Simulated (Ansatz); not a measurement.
Geometry optimisation, DFT PBE-D3(BJ), scalar-relativistic, plane waves, PAW (Ansatz).

Input file:

```yaml
crystal:
  lattice:
    - [8.1, 0.0, 0.0]
    - [0.0, 8.1, 0.0]
    - [0.0, 0.0, 8.1]
  atoms:
    - { symbol: Al, position: [0.5, 0.0, 0.0] }
    - { symbol: Al, position: [0.75, 0.25, 0.0] }
    - { symbol: Al, position: [0.75, 0.0, 0.25] }
    - { symbol: Al, position: [0.0, 0.0, 0.0] }
    - { symbol: Al, position: [0.25, 0.25, 0.0] }
    - { symbol: Al, position: [0.5, 0.5, 0.0] }
    - { symbol: Al, position: [0.75, 0.75, 0.0] }
    - { symbol: Al, position: [0.25, 0.0, 0.25] }
    - { symbol: Al, position: [0.5, 0.25, 0.25] }
    - { symbol: Al, position: [0.75, 0.5, 0.25] }
    - { symbol: Al, position: [0.5, 0.0, 0.5] }
    - { symbol: Al, position: [0.75, 0.25, 0.5] }
    - { symbol: Al, position: [0.75, 0.0, 0.75] }
    - { symbol: Al, position: [0.0, 0.5, 0.0] }
    - { symbol: Al, position: [0.25, 0.75, 0.0] }
    - { symbol: Al, position: [0.0, 0.25, 0.25] }
    - { symbol: Al, position: [0.25, 0.5, 0.25] }
    - { symbol: Al, position: [0.5, 0.75, 0.25] }
    - { symbol: Al, position: [0.0, 0.0, 0.5] }
    - { symbol: Al, position: [0.25, 0.25, 0.5] }
    - { symbol: Al, position: [0.5, 0.5, 0.5] }
    - { symbol: Al, position: [0.75, 0.75, 0.5] }
    - { symbol: Al, position: [0.25, 0.0, 0.75] }
    - { symbol: Al, position: [0.5, 0.25, 0.75] }
    - { symbol: Al, position: [0.75, 0.5, 0.75] }
    - { symbol: Al, position: [0.0, 0.75, 0.25] }
    - { symbol: Al, position: [0.0, 0.5, 0.5] }
    - { symbol: Al, position: [0.25, 0.75, 0.5] }
    - { symbol: Al, position: [0.0, 0.25, 0.75] }
    - { symbol: Al, position: [0.25, 0.5, 0.75] }
    - { symbol: Al, position: [0.5, 0.75, 0.75] }
    - { symbol: Al, position: [0.0, 0.75, 0.75] }
    - { symbol: H, position: [0.6211615, 0.114926, 0.873627] }
basis:
  ecutwfc: 420.0
kpoints:
  mp_grid: { grid: [3, 3, 3] }
hamiltonian:
  xc: pbe
  dispersion: d3bj
scf:
  occupations: { method: gaussian, width: 0.15 }
  lower_state_search: "off"
relax:
  f_tol: 0.03
  max_steps: 60
  adjacent_minimum: "off"
output:
  write_density: true
  write_potential: true
  elf: true
  volumetric_format: npy
```

Launched with:

```bash
$ ansatz run input.yaml --threads 4 --pin off --max-ram 10240MiB --backend cpu --events-out ev --progress --plain --runs-dir out
```

Problem. Where does it end, and by what steps?

Solution. It converged. Limits of this set-up: coarse k mesh, odd electron count without spin, a small cell, in which the defect meets its images. After 3 steps the energy has fallen by 0.328 eV; Al1 moved furthest, 0.13 Å.

```json
{"step": "0", "energy less start (eV)": "0.0000", "largest force component (eV/Å)": "0.915", "accepted": "yes"}
{"step": "1", "energy less start (eV)": "-0.3040", "largest force component (eV/Å)": "0.221", "accepted": "yes"}
{"step": "2", "energy less start (eV)": "-0.3255", "largest force component (eV/Å)": "0.101", "accepted": "yes"}
{"step": "3", "energy less start (eV)": "-0.3280", "largest force component (eV/Å)": "0.003", "accepted": "yes"}
```

```xyz
33
Lattice="8.1000 0.0000 0.0000 0.0000 8.1000 0.0000 0.0000 0.0000 8.1000" Properties=species:S:1:pos:R:3
Al 3.974 -0.077 0.075
Al 6.147 2.096 0.073
Al 6.070 0.002 2.017
Al -0.008 0.002 -0.005
Al 2.031 2.018 -0.005
Al 4.053 4.040 -0.005
Al 6.069 6.080 -0.005
Al 2.005 -0.008 2.044
Al 4.054 2.018 2.018
Al 6.079 4.066 2.043
Al 4.054 0.002 4.057
Al 6.070 2.018 4.057
Al 6.149 -0.076 6.000
Al 0.018 4.066 0.005
Al 2.005 6.054 0.005
Al 0.018 2.028 2.043
Al 2.024 4.047 2.025
Al 4.044 6.054 2.044
Al 0.018 -0.008 4.031
Al 2.006 2.028 4.031
Al 4.044 4.067 4.031
Al 6.080 6.054 4.031
Al 2.032 0.002 6.079
Al 3.976 2.097 6.001
Al 6.070 4.040 6.079
Al -0.001 6.073 2.024
Al -0.001 4.047 4.050
Al 2.024 6.073 4.050
Al -0.008 2.018 6.079
Al 2.005 4.067 6.069
Al 4.054 6.080 6.080
Al 0.018 6.054 6.069
H 5.061 1.007 7.087
```

Whether the end is a true minimum wasn't checked by a vibrational analysis.

Time of the run: 39 s on 4 threads of Intel(R) Xeon(R) Platinum 8375C CPU @ 2.90GHz (Ice Lake) (shared host), peak memory 1.5 GiB.
